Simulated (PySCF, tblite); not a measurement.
**C3H13BSSi2: geometry, infrared bands and NMR shifts**

Aim: predict the infrared bands and NMR shifts of C3H13BSSi2 (`CB(C)C[SiH2][SiH2]S`).

The runs use tblite 0.8.0 and PySCF 2.14.0, with density-fitted response routines of our own; the level of theory stands in each step. All values are computed, except where a source is named. Atoms are numbered from 0 throughout.

### 1 The molecule as given

20 atoms, charge 0, multiplicity 1; geometry from: force field or distance geometry start.

Bonds of the start (Å): C0–B1 1.59, B1–C2 1.58, B1–C3 1.59, C3–Si4 1.84, Si4–Si5 2.24, Si5–S6 2.13, C0–H7 1.10, C0–H8 1.11, C0–H9 1.12, C2–H10 1.11, C2–H11 1.10, C2–H12 1.12, C3–H13 1.10, C3–H14 1.12, Si4–H15 1.46, Si4–H16 1.48, Si5–H17 1.48, Si5–H18 1.47, S6–H19 1.41.

### 2 Optimising the geometry with GFN2-xTB

Job settings and geometry (Å):

```
{"job": {"kind": "relax", "xc": "GFN2-xTB", "basis": "xTB"}, "charge": 0, "multiplicity": 1}
C     -2.264200    -1.501700    -0.841200
B     -1.441500    -0.179300    -0.505100
C     -2.246500     1.180300    -0.566400
C     -0.288200    -0.386100     0.564500
Si     1.103600     0.816100     0.422800
Si     2.969300    -0.408300     0.214500
S      4.408200     0.484200    -1.083800
H     -3.137600    -1.294400    -1.472000
H     -1.552800    -2.186000    -1.348800
H     -2.619800    -1.924500     0.138400
H     -2.264100     1.671900     0.432900
H     -1.804700     1.909900    -1.258100
H     -3.295600     0.975800    -0.887000
H     -0.717900    -0.296900     1.578300
H      0.105000    -1.429000     0.509300
H      0.989900     1.702500    -0.732600
H      1.162200     1.570100     1.695900
H      2.575100    -1.718600    -0.354200
H      3.489200    -0.668500     1.561300
H      4.825300     1.693200    -0.481600
```

Run with:

```
> OMP_NUM_THREADS=1 python probes_run.py task.json out
```

One launch serves the whole session: the jobs run in the order shown.

**Question.** This job is followed by: GFN2-xTB harmonic vibrations, gas phase; GIAO PBE0/pcSseg-1 NMR shielding, non-relativistic, gas phase. Predict these results of the whole session: strongest single infrared mode (GFN2-xTB); zero-point energy (GFN2-xTB); ¹³C shifts against TMS (PBE0/pcSseg-1, means over atoms taken as alike); ¹H shifts against TMS (PBE0/pcSseg-1, means over atoms taken as alike); ¹¹B shifts against BF3·OEt2 (PBE0/pcSseg-1); ²⁹Si shifts against TMS (PBE0/pcSseg-1); ³³S shifts against CS2 (PBE0/pcSseg-1).

As calculated:

| quantity | value |
| --- | --- |
| strongest single infrared mode (GFN2-xTB) | 639 cm⁻¹, 694 km/mol |
| zero-point energy (GFN2-xTB) | 91.2 kcal/mol |
| ¹³C shifts against TMS (PBE0/pcSseg-1, means over atoms taken as alike) | 20.4, 14.5 ppm |
| ¹H shifts against TMS (PBE0/pcSseg-1, means over atoms taken as alike) | 4.85, 3.81, 1.06, 0.84, -0.48 ppm |
| ¹¹B shifts against BF3·OEt2 (PBE0/pcSseg-1) | 84.1 ppm |
| ²⁹Si shifts against TMS (PBE0/pcSseg-1) | -58.1, -74.5 ppm |
| ³³S shifts against CS2 (PBE0/pcSseg-1) | -278 ppm |

The optimisation took 223 steps and gained 0.921 eV; among the close pairs (by a distance rule), S6–H19 changed most, from 1.414 to 1.324 Å. No mode is imaginary among the 54: a minimum at this level. The strongest single mode, at 639 cm⁻¹, moves mainly H18, H15 and H16. GFN2-xTB is a fitted tight-binding method: band positions and strengths are rough. Its intensities can rank the bands wrongly. At PBE0/pcSseg-1: Shielding is most anisotropic at S6 (span 271 ppm, paramagnetic term -274 ppm).
